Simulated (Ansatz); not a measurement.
# CH₃BN₂: ionisation energy by level of theory

An exercise on one series of results from a longer session: the logs are not shown, and one member is left open.

Computed with Ansatz 0.2.0, Gaussian basis. Level: unrestricted cation, the program's frozen cores in correlated methods.

Levels to be run: UKS PBE-D4/def2-TZVPP; UKS r2SCAN-D4/def2-TZVPP; UKS PBE0-D4/def2-TZVPP; UKS B3LYP-D4/def2-TZVPP; UKS wB97X-V/def2-TZVPP; UKS wB97M-V/def2-TZVPP; UKS B2PLYP/def2-TZVPP; UHF-CCSD(T)/def2-TZVPP; UHF-MP2/def2-QZVPP; extrapolation to the limit; then −ε(HOMO) from the neutral's earlier runs with LDA (SPW92), PBE-D4, revPBE-D4, BLYP-D4, r2SCAN-D4, B97M-V, PBE0-D4, B3LYP-D4, r2SCANh-D4, r2SCAN0-D4, HSE06-D4, BHLYP-D4, CAM-B3LYP-D4, LC-ωPBE, ωB97X-V, ωB97M-V.

### The relaxed structure

An earlier PBE0-D4 in a triple-zeta def2 set relaxation fixed the geometry.

7 atoms, charge 0, spin multiplicity 1.

Atoms are counted from 1 here; the program's logs count them from 0.

Bond lengths: B1–N2 1.462 Å, B1–C3 1.719 Å, B1–N4 1.491 Å, B1–H5 1.189 Å, N2–C3 1.299 Å, C3–N4 1.407 Å, C3–H6 1.094 Å, N4–H7 1.015 Å. Angles: N2–B1–C3 47.4°, N2–B1–N4 95.2°, N2–B1–H5 131.8°, C3–B1–N4 51.4°, C3–B1–H5 151.3°, N4–B1–H5 130.0°, B1–N2–C3 76.7°, B1–C3–N2 55.9°, B1–C3–N4 55.9°, B1–C3–H6 155.3°, N2–C3–N4 107.4°, N2–C3–H6 128.3°, N4–C3–H6 123.9°, B1–N4–C3 72.7°, B1–N4–H7 124.5°, C3–N4–H7 119.2°.

Set-up of the first run:

in.yaml

```yaml
crystal:
  periodic: [false, false, false]
  atoms:
    - {symbol: B, position_ang: [-0.442061, 0.652214, -0.534106]}
    - {symbol: N, position_ang: [-1.193747, 0.243247, 0.651442]}
    - {symbol: C, position_ang: [-0.082246, -0.420266, 0.760014]}
    - {symbol: N, position_ang: [0.890635, 0.264179, 0.009432]}
    - {symbol: H, position_ang: [-0.780223, 0.858109, -1.654828]}
    - {symbol: H, position_ang: [0.081453, -1.397130, 1.224556]}
    - {symbol: H, position_ang: [1.587490, -0.268353, -0.502210]}
basis:
  gaussian: {orbitals: def2-TZVPP}
total_charge: 1
magnetization: {spin_polarized: true, initial_magnetization: 1}
hamiltonian: {xc: pbe, dispersion: d4}
```

Command:

```bash
$ ansatz run in.yaml --threads 2 --pin off --events-out ev --progress --plain --max-ram 4352MiB
```

Steps of the session up to this table: Cation, UKS PBE-D4/def2-TZVPP; Cation, UKS r2SCAN-D4/def2-TZVPP; Cation, UKS PBE0-D4/def2-TZVPP; Cation, UKS B3LYP-D4/def2-TZVPP; Cation, UKS wB97X-V/def2-TZVPP; Cation, UKS wB97M-V/def2-TZVPP; Cation, UKS B2PLYP (frozen core)/def2-TZVPP; Cation, UHF-CCSD(T)/def2-TZVPP; Cation, UHF-MP2/def2-QZVPP.

One of the session's tables, all rows but one given; the rest of the session is left out.

It belongs to the step «Ionisation energies side by side». Orbital estimates, from the neutral's runs:

```
  functional  −ε(HOMO) (eV)
 LDA (SPW92)              ?
      PBE-D4           6.30
   revPBE-D4           6.25
     BLYP-D4           6.16
   r2SCAN-D4           6.55
      B97M-V           6.62
     PBE0-D4           7.59
    B3LYP-D4           7.35
  r2SCANh-D4           7.03
  r2SCAN0-D4           7.76
    HSE06-D4           7.18
    BHLYP-D4           8.73
CAM-B3LYP-D4           8.94
     LC-ωPBE          10.31
     ωB97X-V           9.94
     ωB97M-V           9.86
```

**Question.** Estimate the row for LDA (SPW92).

**Answer.** −ε(HOMO) (eV): 6.45. In the column «−ε(HOMO) (eV)» it lies between PBE-D4 (6.30) and r2SCAN-D4 (6.55).
